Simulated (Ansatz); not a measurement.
**CH5NSn: rotation by 120° about the C1–Sn2 bond**

Aim: the minimum-energy path and barrier of the rotation by 120° about the C1–Sn2 bond. The ends are relaxed first, then joined by a nudged elastic band. SMILES of the start: [CH3][Sn][NH2].

All numbers below are computed with Ansatz 0.2.0 (RKS PBE/def2-SVP).

## Step 1: Starting point

Bond lengths: C1–Sn2 2.080 Å, Sn2–N3 2.052 Å, C1–H4 1.068 Å, C1–H5 1.154 Å, C1–H6 1.140 Å, N3–H7 1.103 Å, N3–H8 1.002 Å. Angles: C1–Sn2–N3 107.9°, Sn2–C1–H4 110.7°, Sn2–C1–H5 111.5°, Sn2–C1–H6 112.2°, H4–C1–H5 105.9°, H4–C1–H6 111.5°, H5–C1–H6 104.7°, Sn2–N3–H7 105.2°, Sn2–N3–H8 107.0°, H7–N3–H8 104.7°.

Coordinates:

```xyz
8

C    -0.8118    0.9951   -0.6387
Sn    1.0833    0.4199   -0.0021
N     0.8847   -1.3025    1.0959
H    -1.2395    0.2500   -1.2739
H    -0.7711    1.9615   -1.2687
H    -1.5017    1.2460    0.2332
H     1.9165   -1.6209    1.3229
H     0.5318   -2.0062    0.4757
```

## Step 2: Relaxing end A

Input file input.yaml:

```yaml
crystal:
  periodic: [false, false, false]
  atoms:
    - { symbol: C, position_ang: [-0.8118, 0.9951, -0.6387] }
    - { symbol: Sn, position_ang: [1.0833, 0.4199, -0.0021] }
    - { symbol: "N", position_ang: [0.8847, -1.3025, 1.0959] }
    - { symbol: H, position_ang: [-1.2395, 0.25, -1.2739] }
    - { symbol: H, position_ang: [-0.7711, 1.9615, -1.2687] }
    - { symbol: H, position_ang: [-1.5017, 1.246, 0.2332] }
    - { symbol: H, position_ang: [1.9165, -1.6209, 1.3229] }
    - { symbol: H, position_ang: [0.5318, -2.0062, 0.4757] }
basis:
  gaussian: { orbitals: def2-SVP }
hamiltonian:
  xc: pbe
relax:
  f_tol: 0.015
  max_steps: 40
output:
  orbitals: {}
```

Run with:

```console
> ansatz run input.yaml --threads 1 --pin off --max-ram 2048MiB --backend cpu --events-out ev --progress --plain --runs-dir out
```

The log of the run, cut to the lines that bear on the results:

```text
Warning: RAYON_NUM_THREADS=1 ignored (pool sized by the plan → 1); use --threads N
[...]
Functional definition: PBE
[...]
911 factors; their error is unknown
[...]
mean field -8433.70907638 eV, -309.9330919838 hartree, gradient 9.3e-6 eV, S^2 0.000000; 0 other end points of the search recorded, 0 dependent functions left out
[...]
reference -8433.70910990 eV, -309.9330932156 hartree; 20, 20 occupied and 59, 59 virtual orbitals, 911 factors
relax step   1: F+E_penalty+E_count = -8433.70907638 eV  Δ(F+E_penalty+E_count) = +0.000e0 eV  max|allowed force component| = 2.727e0 eV/Å  Δτ_max = 0.0000 Å  (28 SCF iters, accepted)
[...]
relax step   7: F+E_penalty+E_count = -8434.54519380 eV  Δ(F+E_penalty+E_count) = -3.967e-3 eV  max|allowed force component| = 1.520e-1 eV/Å  Δτ_max = 0.0448 Å  (28 SCF iters, accepted)
[...]
relax step  13: F+E_penalty+E_count = -8434.54689485 eV  Δ(F+E_penalty+E_count) = +2.452e-5 eV  max|allowed force component| = 7.966e-2 eV/Å  Δτ_max = 0.0586 Å  (28 SCF iters, rejected (line search))
[...]
relax step  19: F+E_penalty+E_count = -8434.54762616 eV  Δ(F+E_penalty+E_count) = -7.496e-5 eV  max|allowed force component| = 3.894e-2 eV/Å  Δτ_max = 0.0238 Å  (27 SCF iters, accepted)
[...]
relax step  23: F+E_penalty+E_count = -8434.54807706 eV  Δ(F+E_penalty+E_count) = -8.330e-5 eV  max|allowed force component| = 3.243e-2 eV/Å  Δτ_max = 0.0246 Å  (28 SCF iters, accepted)
relax step  24: F+E_penalty+E_count = -8434.54814916 eV  Δ(F+E_penalty+E_count) = -7.210e-5 eV  max|allowed force component| = 3.176e-2 eV/Å  Δτ_max = 0.0129 Å  (28 SCF iters, accepted)
```

## Step 3: The output, continued: end point A relaxed

The log, continued, cut to the lines that bear on the results:

```text
relax step  25: F+E_penalty+E_count = -8434.54826588 eV  Δ(F+E_penalty+E_count) = -1.167e-4 eV  max|allowed force component| = 2.476e-2 eV/Å  Δτ_max = 0.0290 Å  (27 SCF iters, accepted)
[...]
relax step  27: F+E_penalty+E_count = -8434.54822081 eV  Δ(F+E_penalty+E_count) = +4.507e-5 eV  max|allowed force component| = 2.229e-2 eV/Å  Δτ_max = 0.0214 Å  (28 SCF iters, rejected (line search))
[...]
relax step  29: F+E_penalty+E_count = -8434.54841871 eV  Δ(F+E_penalty+E_count) = -7.549e-5 eV  max|allowed force component| = 3.185e-2 eV/Å  Δτ_max = 0.0305 Å  (27 SCF iters, accepted)
[...]
relax step  31: F+E_penalty+E_count = -8434.54847632 eV  Δ(F+E_penalty+E_count) = -3.253e-5 eV  max|allowed force component| = 3.340e-2 eV/Å  Δτ_max = 0.0157 Å  (27 SCF iters, accepted)
[...]
reference -8434.54857398 eV, -309.9639429512 hartree; 20, 20 occupied and 59, 59 virtual orbitals, 911 factors
Total energy: -8434.54857398 eV, -309.9639429512 hartree
Atom 0 at    -0.803742     0.959669    -0.531724 Å, force    -0.005020     0.004069    -0.005382 eV/Å
Atom 1 at     1.149289     0.821520     0.547256 Å, force    -0.001181    -0.000282     0.002121 eV/Å
Atom 2 at     1.071880    -1.227614     0.670020 Å, force    -0.004731    -0.008489    -0.002711 eV/Å
Atom 3 at    -1.234520    -0.038980    -0.749418 Å, force     0.001118     0.004344     0.000884 eV/Å
Atom 4 at    -0.670753     1.508360    -1.488182 Å, force    -0.001470    -0.004438     0.006998 eV/Å
Atom 5 at    -1.530316     1.535911     0.080072 Å, force     0.006302    -0.004653    -0.004238 eV/Å
Atom 6 at     1.793755    -1.801216     1.116598 Å, force    -0.000511     0.002274    -0.002379 eV/Å
Atom 7 at     0.316606    -1.814750     0.299678 Å, force     0.005492     0.007175     0.004707 eV/Å
Dipole moment:    -0.015651    -0.215523     0.009579 e Å
```

It took 1.9 min on 1 thread of AMD EPYC 7R43 (Zen 3), shared host; peak memory 0.14 GiB.

The steps of the relaxation, one in 2:

```
step  energy from step 1 (eV)  largest force component (eV/Å)
   1                   0.0000                          2.7269
   3                  -0.6636                          1.1985
   5                  -0.8103                          0.3629
   7                  -0.8361                          0.1520
   9                  -0.8374                          0.0356
  11                  -0.8376                          0.0267
 13x                  -0.8378                          0.0797
 15x                  -0.8372                          0.1386
 17x                  -0.8380                          0.0771
  19                  -0.8386                          0.0389
  21                  -0.8388                          0.0468
  23                  -0.8390                          0.0324
  25                  -0.8392                          0.0248
 27x                  -0.8391                          0.0223
  29                  -0.8393                          0.0319
  31                  -0.8394                          0.0334
  33                  -0.8395                          0.0121
  35                  -0.8395                          0.0085
```

Step 1 is the start. 6 steps were tried and not accepted (marked x).

After: Bond lengths: C1–Sn2 2.236 Å, Sn2–N3 2.054 Å, C1–H4 1.109 Å, C1–H5 1.111 Å, C1–H6 1.111 Å, N3–H7 1.024 Å, N3–H8 1.026 Å. Angles: C1–Sn2–N3 93.3°, Sn2–C1–H4 112.2°, Sn2–C1–H5 110.0°, Sn2–C1–H6 109.7°, H4–C1–H5 108.8°, H4–C1–H6 108.7°, H5–C1–H6 107.2°, Sn2–N3–H7 123.9°, Sn2–N3–H8 125.2°, H7–N3–H8 110.8°.

## Step 4: Relaxing end B

The second end starts from a geometry with the move made by hand.

Input file input.yaml:

```yaml
crystal:
  periodic: [false, false, false]
  atoms:
    - { symbol: C, position_ang: [-0.8118, 0.9951, -0.6387] }
    - { symbol: Sn, position_ang: [1.0833, 0.4199, -0.0021] }
    - { symbol: "N", position_ang: [1.85176, 1.93814, 1.14512] }
    - { symbol: H, position_ang: [-1.2395, 0.25, -1.2739] }
    - { symbol: H, position_ang: [-0.7711, 1.9615, -1.2687] }
    - { symbol: H, position_ang: [-1.5017, 1.246, 0.2332] }
    - { symbol: H, position_ang: [2.8055, 1.5478, 1.53951] }
    - { symbol: H, position_ang: [1.26043, 2.02557, 1.94953] }
basis:
  gaussian: { orbitals: def2-SVP }
hamiltonian:
  xc: pbe
relax:
  f_tol: 0.015
  max_steps: 40
```

Run with:

```console
> ansatz run input.yaml --threads 1 --pin off --max-ram 2048MiB --backend cpu --events-out ev --progress --plain --runs-dir out
```

The log of the run, cut to the lines that bear on the results:

```text
Warning: RAYON_NUM_THREADS=1 ignored (pool sized by the plan → 1); use --threads N
[...]
[... 1 set-up line as earlier in the session ...]
[...]
911 factors; their error is unknown
[...]
mean field -8433.74217082 eV, -309.9343081818 hartree, gradient 1.2e-5 eV, S^2 0.000000; 0 other end points of the search recorded, 0 dependent functions left out
[...]
reference -8433.74220405 eV, -309.9343094030 hartree; 20, 20 occupied and 59, 59 virtual orbitals, 911 factors
relax step   1: F+E_penalty+E_count = -8433.74217082 eV  Δ(F+E_penalty+E_count) = +0.000e0 eV  max|allowed force component| = 3.200e0 eV/Å  Δτ_max = 0.0000 Å  (27 SCF iters, accepted)
[...]
relax step   5: F+E_penalty+E_count = -8434.51574367 eV  Δ(F+E_penalty+E_count) = -3.670e-2 eV  max|allowed force component| = 2.514e-1 eV/Å  Δτ_max = 0.0737 Å  (29 SCF iters, accepted)
[...]
relax step   9: F+E_penalty+E_count = -8434.54575639 eV  Δ(F+E_penalty+E_count) = +1.100e-5 eV  max|allowed force component| = 5.350e-2 eV/Å  Δτ_max = 0.0323 Å  (29 SCF iters, rejected (line search))
[...]
relax step  13: F+E_penalty+E_count = -8434.54635632 eV  Δ(F+E_penalty+E_count) = -1.155e-4 eV  max|allowed force component| = 2.776e-2 eV/Å  Δτ_max = 0.0159 Å  (28 SCF iters, accepted)
[...]
relax step  15: F+E_penalty+E_count = -8434.54680985 eV  Δ(F+E_penalty+E_count) = -4.535e-4 eV  max|allowed force component| = 2.028e-2 eV/Å  Δτ_max = 0.0379 Å  (28 SCF iters, accepted)
[...]
relax step  16: F+E_penalty+E_count = -8434.54494223 eV  Δ(F+E_penalty+E_count) = +1.868e-3 eV  max|allowed force component| = 1.780e-1 eV/Å  Δτ_max = 0.0990 Å  (27 SCF iters, rejected (line search))
[...]
911 factors; their error is unknown
[...]
mean field -8434.54456689 eV, -309.9637956936 hartree, gradient 2.3e-5 eV, S^2 0.000000; 0 other end points of the search recorded, 0 dependent functions left out
[...]
reference -8434.54459993 eV, -309.9637969079 hartree; 20, 20 occupied and 59, 59 virtual orbitals, 911 factors
```

## Step 5: More of the same log: end point B relaxed

The log, continued:

```text
relax step  17: F+E_penalty+E_count = -8434.54456689 eV  Δ(F+E_penalty+E_count) = +2.243e-3 eV  max|allowed force component| = 1.198e-1 eV/Å  Δτ_max = 0.0229 Å  (28 SCF iters, rejected (line search))
these checks for a lower state are left out or cut short: starts, cluster_reference, orbital_swaps, neighbouring_geometries, increment
911 factors; their error is unknown
mean field -8434.54685503 eV, -309.9638797810 hartree, gradient 2.2e-5 eV, S^2 0.000000; 0 other end points of the search recorded, 0 dependent functions left out
the calculation of the forces begins
reference -8434.54688809 eV, -309.9638809959 hartree; 20, 20 occupied and 59, 59 virtual orbitals, 911 factors
relax step  18: F+E_penalty+E_count = -8434.54685503 eV  Δ(F+E_penalty+E_count) = -4.518e-5 eV  max|allowed force component| = 1.548e-2 eV/Å  Δτ_max = 0.0114 Å  (28 SCF iters, accepted)
these checks for a lower state are left out or cut short: starts, cluster_reference, orbital_swaps, neighbouring_geometries, increment
911 factors; their error is unknown
mean field -8434.54724546 eV, -309.9638941292 hartree, gradient 9.5e-6 eV, S^2 0.000000; 0 other end points of the search recorded, 0 dependent functions left out
the calculation of the forces begins
reference -8434.54727858 eV, -309.9638953464 hartree; 20, 20 occupied and 59, 59 virtual orbitals, 911 factors
relax step  19: F+E_penalty+E_count = -8434.54724546 eV  Δ(F+E_penalty+E_count) = -3.904e-4 eV  max|allowed force component| = 2.691e-2 eV/Å  Δτ_max = 0.0471 Å  (28 SCF iters, accepted)
these checks for a lower state are left out or cut short: starts, cluster_reference, orbital_swaps, neighbouring_geometries, increment
911 factors; their error is unknown
mean field -8434.54733896 eV, -309.9638975653 hartree, gradient 2.3e-5 eV, S^2 0.000000; 0 other end points of the search recorded, 0 dependent functions left out
the calculation of the forces begins
reference -8434.54737213 eV, -309.9638987841 hartree; 20, 20 occupied and 59, 59 virtual orbitals, 911 factors
relax step  20: F+E_penalty+E_count = -8434.54733896 eV  Δ(F+E_penalty+E_count) = -9.350e-5 eV  max|allowed force component| = 3.211e-2 eV/Å  Δτ_max = 0.0212 Å  (27 SCF iters, accepted)
these checks for a lower state are left out or cut short: starts, cluster_reference, orbital_swaps, neighbouring_geometries, increment
911 factors; their error is unknown
mean field evaluation 160: about -8434.5474 eV, gradient 7.0e-4 eV
mean field -8434.54744832 eV, -309.9639015843 hartree, gradient 2.3e-5 eV, S^2 0.000000; 0 other end points of the search recorded, 0 dependent functions left out
the calculation of the forces begins
reference -8434.54748153 eV, -309.9639028044 hartree; 20, 20 occupied and 59, 59 virtual orbitals, 911 factors
relax step  21: F+E_penalty+E_count = -8434.54744832 eV  Δ(F+E_penalty+E_count) = -1.094e-4 eV  max|allowed force component| = 3.472e-2 eV/Å  Δτ_max = 0.0164 Å  (28 SCF iters, accepted)
these checks for a lower state are left out or cut short: starts, cluster_reference, orbital_swaps, neighbouring_geometries, increment
911 factors; their error is unknown
mean field -8434.54762913 eV, -309.9639082288 hartree, gradient 2.6e-5 eV, S^2 0.000000; 0 other end points of the search recorded, 0 dependent functions left out
the calculation of the forces begins
reference -8434.54766239 eV, -309.9639094511 hartree; 20, 20 occupied and 59, 59 virtual orbitals, 911 factors
relax step  22: F+E_penalty+E_count = -8434.54762913 eV  Δ(F+E_penalty+E_count) = -1.808e-4 eV  max|allowed force component| = 4.654e-2 eV/Å  Δτ_max = 0.0409 Å  (28 SCF iters, accepted)
these checks for a lower state are left out or cut short: starts, cluster_reference, orbital_swaps, neighbouring_geometries, increment
911 factors; their error is unknown
mean field -8434.54763351 eV, -309.9639083899 hartree, gradient 2.6e-5 eV, S^2 0.000000; 0 other end points of the search recorded, 0 dependent functions left out
the calculation of the forces begins
reference -8434.54766678 eV, -309.9639096123 hartree; 20, 20 occupied and 59, 59 virtual orbitals, 911 factors
relax step  23: F+E_penalty+E_count = -8434.54763351 eV  Δ(F+E_penalty+E_count) = -4.385e-6 eV  max|allowed force component| = 5.794e-2 eV/Å  Δτ_max = 0.0244 Å  (28 SCF iters, accepted)
these checks for a lower state are left out or cut short: starts, cluster_reference, orbital_swaps, neighbouring_geometries, increment
911 factors; their error is unknown
mean field -8434.54783724 eV, -309.9639158766 hartree, gradient 2.3e-5 eV, S^2 0.000000; 0 other end points of the search recorded, 0 dependent functions left out
the calculation of the forces begins
reference -8434.54787049 eV, -309.9639170987 hartree; 20, 20 occupied and 59, 59 virtual orbitals, 911 factors
relax step  24: F+E_penalty+E_count = -8434.54783724 eV  Δ(F+E_penalty+E_count) = -2.037e-4 eV  max|allowed force component| = 4.687e-2 eV/Å  Δτ_max = 0.0144 Å  (27 SCF iters, accepted)
these checks for a lower state are left out or cut short: starts, cluster_reference, orbital_swaps, neighbouring_geometries, increment
911 factors; their error is unknown
mean field -8434.54781338 eV, -309.9639149997 hartree, gradient 2.2e-5 eV, S^2 0.000000; 0 other end points of the search recorded, 0 dependent functions left out
the calculation of the forces begins
reference -8434.54784662 eV, -309.9639162214 hartree; 20, 20 occupied and 59, 59 virtual orbitals, 911 factors
relax step  25: F+E_penalty+E_count = -8434.54781338 eV  Δ(F+E_penalty+E_count) = +2.386e-5 eV  max|allowed force component| = 3.413e-2 eV/Å  Δτ_max = 0.0155 Å  (28 SCF iters, rejected (line search))
these checks for a lower state are left out or cut short: starts, cluster_reference, orbital_swaps, neighbouring_geometries, increment
911 factors; their error is unknown
mean field evaluation 192: about -8434.5766 eV, gradient 7.8e-4 eV
mean field -8434.54797398 eV, -309.9639209019 hartree, gradient 2.2e-5 eV, S^2 0.000000; 0 other end points of the search recorded, 0 dependent functions left out
the calculation of the forces begins
reference -8434.54800722 eV, -309.9639221234 hartree; 20, 20 occupied and 59, 59 virtual orbitals, 911 factors
relax step  26: F+E_penalty+E_count = -8434.54797398 eV  Δ(F+E_penalty+E_count) = -1.367e-4 eV  max|allowed force component| = 2.978e-2 eV/Å  Δτ_max = 0.0077 Å  (28 SCF iters, accepted)
these checks for a lower state are left out or cut short: starts, cluster_reference, orbital_swaps, neighbouring_geometries, increment
911 factors; their error is unknown
mean field -8434.54793261 eV, -309.9639193813 hartree, gradient 2.3e-5 eV, S^2 0.000000; 0 other end points of the search recorded, 0 dependent functions left out
the calculation of the forces begins
reference -8434.54796583 eV, -309.9639206022 hartree; 20, 20 occupied and 59, 59 virtual orbitals, 911 factors
relax step  27: F+E_penalty+E_count = -8434.54793261 eV  Δ(F+E_penalty+E_count) = +4.138e-5 eV  max|allowed force component| = 5.257e-2 eV/Å  Δτ_max = 0.0143 Å  (28 SCF iters, rejected (line search))
these checks for a lower state are left out or cut short: starts, cluster_reference, orbital_swaps, neighbouring_geometries, increment
911 factors; their error is unknown
mean field -8434.54805088 eV, -309.9639237278 hartree, gradient 2.2e-5 eV, S^2 0.000000; 0 other end points of the search recorded, 0 dependent functions left out
the calculation of the forces begins
reference -8434.54808412 eV, -309.9639249492 hartree; 20, 20 occupied and 59, 59 virtual orbitals, 911 factors
relax step  28: F+E_penalty+E_count = -8434.54805088 eV  Δ(F+E_penalty+E_count) = -7.690e-5 eV  max|allowed force component| = 4.391e-3 eV/Å  Δτ_max = 0.0070 Å  (28 SCF iters, accepted)
911 factors; their error is unknown
mean field evaluation 224: about -8434.5481 eV, gradient 9.8e-3 eV
mean field -8434.54805088 eV, -309.9639237278 hartree, gradient 2.2e-5 eV, S^2 0.000000; 1 other end points of the search recorded, 0 dependent functions left out
the calculation of the forces begins
reference -8434.54808412 eV, -309.9639249492 hartree; 20, 20 occupied and 59, 59 virtual orbitals, 911 factors
Total energy: -8434.54808412 eV, -309.9639249492 hartree
Atom 0 at    -0.736227     1.084636    -0.615460 Å, force     0.002811     0.001131    -0.002632 eV/Å
Atom 1 at     1.409851     0.475499    -0.471326 Å, force     0.004391    -0.000095    -0.000237 eV/Å
Atom 2 at     1.713901     1.543894     1.256928 Å, force     0.004019    -0.002263    -0.000801 eV/Å
Atom 3 at    -1.364421     0.228148    -0.936491 Å, force    -0.000502     0.002965     0.003129 eV/Å
Atom 4 at    -0.839781     1.879996    -1.384685 Å, force    -0.002636    -0.003014     0.003038 eV/Å
Atom 5 at    -1.122222     1.473641     0.348857 Å, force    -0.002745     0.000533    -0.002884 eV/Å
Atom 6 at     2.614044     1.599278     1.742932 Å, force    -0.003962    -0.000487    -0.001193 eV/Å
Atom 7 at     1.001745     2.098918     1.743204 Å, force    -0.001376     0.001229     0.001581 eV/Å
Dipole moment:     0.025453     0.120996     0.179423 e Å
```

Run time: 1.7 min. Hardware: 1 thread of AMD EPYC 7R43 (Zen 3), shared host; peak memory 0.24 GiB.

Relaxation path:

```
step  energy from step 1 (eV)  largest force component (eV/Å)
   1                   0.0000                          3.1999
   2                  -0.5281                          0.9692
   3                  -0.6352                          1.3604
   4                  -0.7369                          0.3638
   5                  -0.7736                          0.2514
   6                  -0.7991                          0.1586
   7                  -0.8022                          0.0353
   8                  -0.8036                          0.0687
  9x                  -0.8036                          0.0535
  10                  -0.8038                          0.0090
  11                  -0.8040                          0.0370
  12                  -0.8041                          0.0294
  13                  -0.8042                          0.0278
 14x                  -0.8042                          0.0996
  15                  -0.8046                          0.0203
 16x                  -0.8028                          0.1780
 17x                  -0.8024                          0.1198
  18                  -0.8047                          0.0155
  19                  -0.8051                          0.0269
  20                  -0.8052                          0.0321
  21                  -0.8053                          0.0347
  22                  -0.8055                          0.0465
  23                  -0.8055                          0.0579
  24                  -0.8057                          0.0469
 25x                  -0.8056                          0.0341
  26                  -0.8058                          0.0298
 27x                  -0.8058                          0.0526
  28                  -0.8059                          0.0044
```

Step 1 is the start. 6 steps were tried and not accepted (marked x).

After: Bond lengths: C1–Sn2 2.236 Å, Sn2–N3 2.054 Å, C1–H4 1.110 Å, C1–H5 1.111 Å, C1–H6 1.109 Å, N3–H7 1.024 Å, N3–H8 1.026 Å. Angles: C1–Sn2–N3 93.1°, Sn2–C1–H4 110.6°, Sn2–C1–H5 109.2°, Sn2–C1–H6 111.9°, H4–C1–H5 107.4°, H4–C1–H6 109.0°, H5–C1–H6 108.6°, Sn2–N3–H7 123.9°, Sn2–N3–H8 125.3°, H7–N3–H8 110.9°.

[end of part 1 of 2]
